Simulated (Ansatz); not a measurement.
Relaxation of a periodic cell of 33 atoms, Al₃₂O (host Al, host structure fcc, interstitial O), to a largest force component of 0.03 eV/Å in at most 60 steps.

The calculation used Ansatz, DFT PBE, scalar-relativistic, plane waves, PAW. Settings: PAW set soft_1, cutoff 420 eV, k mesh 3x3x3, gaussian smearing 0.15 eV, no spin polarisation.

```xyz
33
Lattice="8.1000 0.0000 0.0000 0.0000 8.1000 0.0000 0.0000 0.0000 8.1000" Properties=species:S:1:pos:R:3
Al 4.050 0.000 0.000
Al 6.075 2.025 0.000
Al 6.075 0.000 2.025
Al 0.000 0.000 0.000
Al 2.025 2.025 0.000
Al 4.050 4.050 0.000
Al 6.075 6.075 0.000
Al 2.025 0.000 2.025
Al 4.050 2.025 2.025
Al 6.075 4.050 2.025
Al 4.050 0.000 4.050
Al 6.075 2.025 4.050
Al 6.075 0.000 6.075
Al 0.000 4.050 0.000
Al 2.025 6.075 0.000
Al 0.000 2.025 2.025
Al 2.025 4.050 2.025
Al 4.050 6.075 2.025
Al 0.000 0.000 4.050
Al 2.025 2.025 4.050
Al 4.050 4.050 4.050
Al 6.075 6.075 4.050
Al 2.025 0.000 6.075
Al 4.050 2.025 6.075
Al 6.075 4.050 6.075
Al 0.000 6.075 2.025
Al 0.000 4.050 4.050
Al 2.025 6.075 4.050
Al 0.000 2.025 6.075
Al 2.025 4.050 6.075
Al 4.050 6.075 6.075
Al 0.000 6.075 6.075
O -2.045 8.130 -0.017
```

Task: Where does it end, and by what steps?

Result: It converged. The force dipped under the threshold on the way, but the program's further checks kept it going. Limits of this set-up: coarse k mesh, a small cell, in which the defect meets its images, a typed lattice constant that wasn't relaxed here. After 13 steps the energy has fallen by 1.768 eV; O33 moved furthest, 1.66 Å. Parted: Al3–O33 (2.04 → 3.38 Å), Al4–O33 (2.05 → 3.38 Å), Al7–O33 (2.06 → 3.38 Å). Joined: Al24–O33 (3.47 → 1.90 Å).

```tsv
step	energy less start (eV)	largest force component (eV/Å)	accepted
0	0.0000	1.137	yes
1	-0.2503	0.559	yes
2	-0.3329	0.120	yes
3	-0.3356	0.150	yes
4	-0.4100	0.463	yes
5	-0.5379	0.545	yes
6	-0.6998	0.632	yes
7	-0.8116	0.641	yes
8	-1.0429	0.607	yes
9	-1.2308	0.443	yes
10	-1.4485	0.480	yes
11	-1.6898	0.331	yes
12	-1.7681	0.008	yes
13	-1.7681	0.008	yes
```

```xyz
33
Lattice="8.1000 0.0000 0.0000 0.0000 8.1000 0.0000 0.0000 0.0000 8.1000" Properties=species:S:1:pos:R:3
Al 3.995 -0.113 0.114
Al 6.188 2.081 0.113
Al 6.112 -0.036 2.079
Al 0.054 -0.037 0.038
Al 2.033 2.002 0.036
Al 4.073 4.042 0.037
Al 6.113 6.022 0.038
Al 2.030 -0.027 2.080
Al 4.074 2.001 2.079
Al 6.102 4.045 2.080
Al 4.073 -0.037 4.059
Al 6.111 2.002 4.059
Al 6.189 -0.113 6.020
Al 0.055 4.045 0.027
Al 2.030 6.021 0.027
Al 0.053 1.994 2.078
Al 2.044 4.031 2.065
Al 4.082 6.022 2.079
Al 0.055 -0.027 4.055
Al 2.030 1.995 4.055
Al 4.081 4.046 4.055
Al 6.102 6.021 4.055
Al 2.034 -0.037 6.098
Al 3.998 2.078 6.023
Al 6.112 4.042 6.097
Al 0.041 6.034 2.067
Al 0.040 4.031 4.069
Al 2.045 6.035 4.070
Al 0.054 2.001 6.099
Al 2.030 4.045 6.106
Al 4.075 6.021 6.100
Al 0.054 6.022 6.107
O -3.005 9.081 -0.981
```

Whether the end is a true minimum wasn't checked by a vibrational analysis.

Time of the run: 52 s on 4 threads of AMD EPYC 9R45 96-Core Processor (Zen 5), on a shared host, peak memory 1.5 GiB.
